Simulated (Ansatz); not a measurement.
# One shape, several levels: triplet Si2F6

We compute a comparison of 6 runs (U-revPBE/def2-SVP, UB3LYP/def2-SVP, UBHLYP/def2-SVP, UCAM-B3LYP/def2-SVP, UPBE0/def2-SVP, UB3LYP/6-31G*) of triplet Si2F6. 

The results are computed with Ansatz 0.2.0.

19 further runs of the same task are left out: 19 set aside as unsound or not needed. Runs told in other sessions of the task aren't counted.

**1. Starting point**

Si2F6: 8 atoms, total charge 0, spin state triplet. SMILES of the parent species: `F[Si](F)(F)[Si](F)(F)F`. The coordinates come from a PBE0-D4/def2-TZVP relaxation. That shape belongs to the parent species and isn't relaxed for this state.

Bond lengths: F1–Si2 1.574 Å, Si2–F3 1.574 Å, Si2–F4 1.574 Å, Si2–Si5 2.330 Å, Si5–F6 1.574 Å, Si5–F7 1.574 Å, Si5–F8 1.574 Å. Some angles: F1–Si2–F3 108.3°, F1–Si2–F4 108.3°, F1–Si2–Si5 110.6°, F3–Si2–F4 108.3°, F3–Si2–Si5 110.6°, F4–Si2–Si5 110.6°, Si2–Si5–F6 110.6°, Si2–Si5–F7 110.6°, Si2–Si5–F8 110.6°, F6–Si5–F7 108.3°.

**2. A single-point energy at U-revPBE/def2-SVP (run 1)**

Contents of in.yaml:

```yaml
basis:
  gaussian:
    orbitals: def2-SVP
crystal:
  periodic: [false, false, false]
  atoms:
    - {symbol: F, position_ang: [0.360870, -1.835490, 1.275760]}
    - {symbol: Si, position_ang: [0.788530, -0.848100, 0.126890]}
    - {symbol: F, position_ang: [0.934470, -1.673030, -1.205730]}
    - {symbol: F, position_ang: [2.195680, -0.244350, 0.491690]}
    - {symbol: Si, position_ang: [-0.788750, 0.847840, -0.127190]}
    - {symbol: F, position_ang: [-0.943620, 1.663720, 1.209990]}
    - {symbol: F, position_ang: [-0.353860, 1.843300, -1.266340]}
    - {symbol: F, position_ang: [-2.193320, 0.246130, -0.505090]}
magnetization:
  spin_polarized: true
  initial_magnetization: 2
hamiltonian:
  xc: {name: revPBE}
accuracy: high
output: {orbitals: {seedname: orbitals}}
```

Started as:

```bash
ansatz run in.yaml --threads 1 --pin off --max-ram 3480MiB --events-out events.jsonl --progress --plain --runs-dir runs
```

Standard output:

```text
Warning: RAYON_NUM_THREADS=1 ignored (pool sized by the plan → 1); use --threads N
Functional definition: revPBE
  name "revPBE"
  parameter kappa = 1.245
  parameter beta = 0.06672455060314922
  exchange = pbe_x(kappa = kappa, mu = beta*pi^2/3)
  correlation = pbe_c(beta = beta)
2388 factors; integrals over basis functions are off by at most 3.3e-9 eV
mean field evaluation 1: about -32025.2289 eV, gradient 4.8e1 eV
mean field evaluation 2: about -31994.7414 eV, gradient 1.0e2 eV
mean field evaluation 4: about -32032.1026 eV, gradient 3.1e0 eV
mean field evaluation 8: about -32032.1445 eV, gradient 2.5e-1 eV
mean field evaluation 16: about -32032.1455 eV, gradient 1.2e-2 eV
mean field evaluation 32: about -32032.1455 eV, gradient 1.4e-5 eV
mean field evaluation 64: about -32032.1452 eV, gradient 1.1e-7 eV
mean field -32032.14548797 eV, -1177.1596345150 hartree, gradient 1.7e-8 eV, S^2 2.001997; 3 other end points of the search recorded, 0 dependent functions left out
reference -32032.14549255 eV, -1177.1596346831 hartree; 42, 40 occupied and 78, 80 virtual orbitals, 2388 factors
Total energy: -32032.14549255 eV, -1177.1596346831 hartree
```

Run time: 86 s. Hardware: 1 thread of Intel Xeon 6975P-C (Granite Rapids), shared host; peak memory 0.46 GiB.

**3. A single-point energy at UB3LYP/def2-SVP (run 2)**

Contents of job.yaml:

```yaml
crystal:
  periodic: [false, false, false]
  atoms:
    - symbol: F
      position_ang: [0.360870, -1.835490, 1.275760]
    - symbol: Si
      position_ang: [0.788530, -0.848100, 0.126890]
    - symbol: F
      position_ang: [0.934470, -1.673030, -1.205730]
    - symbol: F
      position_ang: [2.195680, -0.244350, 0.491690]
    - symbol: Si
      position_ang: [-0.788750, 0.847840, -0.127190]
    - symbol: F
      position_ang: [-0.943620, 1.663720, 1.209990]
    - symbol: F
      position_ang: [-0.353860, 1.843300, -1.266340]
    - symbol: F
      position_ang: [-2.193320, 0.246130, -0.505090]
basis:
  gaussian: {orbitals: def2-SVP}
magnetization: {spin_polarized: true, initial_magnetization: 2}
hamiltonian: {xc: {name: B3LYP}}
accuracy: high
output: {orbitals: {seedname: orbitals}}
```

Started as:

```bash
ansatz run job.yaml --threads 1 --pin off --max-ram 3480MiB --events-out events.jsonl --progress --plain --runs-dir runs
```

Standard output:

```text
Warning: RAYON_NUM_THREADS=1 ignored (pool sized by the plan → 1); use --threads N
Functional definition: B3LYP
  name "B3LYP"
  parameter a0 = 0.2
  parameter ax = 0.72
  parameter ac = 0.81
  exchange = (1 - a0 - ax)*slater_x + ax*b88_x + a0*exact_x
  correlation = (1 - ac)*vwn_rpa_c + ac*lyp_c
2388 factors; integrals over basis functions are off by at most 3.3e-9 eV
mean field evaluation 1: about -32034.3713 eV, gradient 4.8e1 eV
mean field evaluation 2: about -32019.9951 eV, gradient 8.3e1 eV
mean field evaluation 4: about -32041.5345 eV, gradient 1.0e0 eV
mean field evaluation 8: about -32041.8042 eV, gradient 6.2e-2 eV
mean field evaluation 16: about -32041.8044 eV, gradient 9.0e-3 eV
mean field evaluation 32: about -32041.8052 eV, gradient 3.3e-8 eV
mean field evaluation 64: about -32041.8041 eV, gradient 1.7e-2 eV
mean field -32041.80516164 eV, -1177.5146209748 hartree, gradient 4.1e-8 eV, S^2 2.001955; 3 other end points of the search recorded, 0 dependent functions left out
reference -32041.80520126 eV, -1177.5146224306 hartree; 42, 40 occupied and 78, 80 virtual orbitals, 2388 factors
Total energy: -32041.80520126 eV, -1177.5146224306 hartree
```

Run time: 85 s. Hardware: 1 thread of Intel Xeon 6975P-C (Granite Rapids), shared host; peak memory 0.85 GiB.

Runs 3 to 5 aren't shown in full; the table further down has their settings and results.

**4. A single-point energy at UB3LYP/6-31G(d) (Cartesian functions) (run 6)**

Contents of run.yaml:

```yaml
crystal:
  periodic: [false, false, false]
  atoms:
    - {symbol: F, position_ang: [0.360870, -1.835490, 1.275760]}
    - {symbol: Si, position_ang: [0.788530, -0.848100, 0.126890]}
    - {symbol: F, position_ang: [0.934470, -1.673030, -1.205730]}
    - {symbol: F, position_ang: [2.195680, -0.244350, 0.491690]}
    - {symbol: Si, position_ang: [-0.788750, 0.847840, -0.127190]}
    - {symbol: F, position_ang: [-0.943620, 1.663720, 1.209990]}
    - {symbol: F, position_ang: [-0.353860, 1.843300, -1.266340]}
    - {symbol: F, position_ang: [-2.193320, 0.246130, -0.505090]}
basis:
  gaussian:
    orbitals: "6-31G*"
magnetization:
  spin_polarized: true
  initial_magnetization: 2
output:
  orbitals: {seedname: orbitals}
hamiltonian:
  xc: {name: B3LYP}
accuracy: high
```

Started as:

```bash
ansatz run run.yaml --threads 1 --pin off --max-ram 3480MiB --events-out events.jsonl --progress --plain --runs-dir runs
```

Standard output (excerpt; [...] marks lines left out):

```text
Warning: RAYON_NUM_THREADS=1 ignored (pool sized by the plan → 1); use --threads N
[... 7 set-up lines as earlier in the session ...]
2633 factors; integrals over basis functions are off by at most 3.1e-9 eV
mean field evaluation 1: about -32052.4097 eV, gradient 4.6e1 eV
mean field evaluation 2: about -32040.2273 eV, gradient 7.8e1 eV
mean field evaluation 4: about -32058.6508 eV, gradient 1.0e0 eV
mean field evaluation 8: about -32058.8193 eV, gradient 8.7e-2 eV
mean field evaluation 16: about -32058.8194 eV, gradient 7.2e-3 eV
mean field evaluation 32: about -32058.8207 eV, gradient 9.4e-6 eV
mean field evaluation 64: about -32058.8203 eV, gradient 3.5e-3 eV
mean field -32058.82065077 eV, -1178.1399286666 hartree, gradient 5.2e-8 eV, S^2 2.001881; 5 other end points of the search recorded, 0 dependent functions left out
reference -32058.82069570 eV, -1178.1399303180 hartree; 42, 40 occupied and 86, 88 virtual orbitals, 2633 factors
Total energy: -32058.82069570 eV, -1178.1399303180 hartree
```

Run time: 85 s. Hardware: 1 thread of Intel Xeon 6975P-C (Granite Rapids), shared host; peak memory 0.91 GiB.

**5. The series**

```tsv
run	level	Cartesian functions	energy (Eh)	HOMO energy (eV)	⟨S²⟩	wall time
1	U-revPBE/def2-SVP	no	-1177.159635	-2.12	2.002	86 s
2	UB3LYP/def2-SVP	no	-1177.514622	-2.99	2.002	85 s
3	UBHLYP/def2-SVP	no	-1177.260624	-4.26	2.004	84 s
4	UCAM-B3LYP/def2-SVP	no	-1177.364053	-4.39	2.002	99 s
5	UPBE0/def2-SVP	no	-1176.681804	-3.39	2.002	85 s
6	UB3LYP/6-31G* (Cartesian functions)	yes	-1178.139930	-2.80	2.002	85 s
```

**6. What came out**

| quantity | value |
| --- | --- |
| run 6: total energy | -1178.13993 Eh |
| run 6: HOMO energy (highest over α and β) | -2.80 eV |
| run 6: ⟨S²⟩ | 2.002 |

What this shows: Totals of different functionals can't be ranked against each other. All runs together took 8.7 min, the longest 99 s.
